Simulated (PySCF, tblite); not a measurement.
# C4H6F4: geometry, infrared bands and NMR shifts

What infrared bands and NMR shifts should C4H6F4 (`CC(C(F)F)C(F)F`) show?

The runs use tblite 0.8.0 and PySCF 2.14.0, with density-fitted response routines of our own; the level of theory stands in each step. All values are computed, except where a source is named. Atoms count from 0, in the outputs and in this text.

**1. The starting structure**

14 atoms, charge 0, multiplicity 1; geometry from: force field or distance geometry start.

Bonds of the start (Å): C0–C1 1.51, C1–C2 1.52, C2–F3 1.37, C2–F4 1.36, C1–C5 1.52, C5–F6 1.36, C5–F7 1.35, C0–H8 1.10, C0–H9 1.10, C0–H10 1.09, C1–H11 1.09, C2–H12 1.08, C5–H13 1.10.

**2. Optimising the geometry with GFN2-xTB**

What the job is given:

```
{"job": {"kind": "relax", "xc": "GFN2-xTB", "basis": "xTB"}, "charge": 0, "multiplicity": 1}
C     -0.805400     1.045600    -0.610000
C     -0.147200    -0.276700    -0.282400
C      1.371800    -0.195200    -0.383400
F      1.704800     0.204600    -1.649400
F      1.833200     0.759000     0.464400
C     -0.480500    -0.712800     1.133800
F      0.095900    -1.916300     1.379700
F     -1.809200    -0.893200     1.254500
H     -1.898400     0.959600    -0.536000
H     -0.496800     1.842500     0.076500
H     -0.574300     1.358000    -1.632200
H     -0.509900    -1.036300    -0.980900
H      1.863600    -1.135100    -0.159100
H     -0.148200    -0.004200     1.902200
```

On the command line:

```bash
OMP_NUM_THREADS=1 python probes_run.py task.json out
```

One launch serves the whole session: the jobs run in the order shown.

**Question.** This job is followed by: GFN2-xTB harmonic vibrations, gas phase; GIAO PBE0/pcSseg-1 NMR shielding, non-relativistic, gas phase. What will the session give for the following? strongest single infrared mode (GFN2-xTB); zero-point energy (GFN2-xTB); ¹³C shifts against TMS (PBE0/pcSseg-1, means over atoms taken as alike); ¹H shifts against TMS (PBE0/pcSseg-1, means over atoms taken as alike); ¹⁹F shifts against CFCl3 (PBE0/pcSseg-1, means over atoms taken as alike); surface potential, 1st and 99th percentile.

As calculated:

```
                                                                 quantity                  value
                                strongest single infrared mode (GFN2-xTB)  1063 cm⁻¹, 194 km/mol
                                             zero-point energy (GFN2-xTB)          61.8 kcal/mol
  ¹³C shifts against TMS (PBE0/pcSseg-1, means over atoms taken as alike)   122.1, 48.3, 6.8 ppm
   ¹H shifts against TMS (PBE0/pcSseg-1, means over atoms taken as alike)   6.19, 2.27, 1.29 ppm
¹⁹F shifts against CFCl3 (PBE0/pcSseg-1, means over atoms taken as alike)     -145.6, -151.8 ppm
                                    surface potential, 1st and 99th percentile     -0.69 V and 1.22 V
```

Over 37 steps the energy fell by 0.041 eV; of the close pairs, C2–F3 changed most, 1.369 to 1.351 Å. All 36 modes are real, so the xTB geometry is a minimum. The strongest single mode, at 1063 cm⁻¹, is spread over many atoms; the largest shares are those of C5, C2. Unscaled tight-binding wavenumbers are off by several per cent, some by more. Its intensities can rank the bands wrongly. The most deshielded hydrogen is H12, H13 (mean) (hydrogen on an sp3 CH bonded to 2 F), at 6.19 ppm: its carbon carries F, an electronegative neighbour.
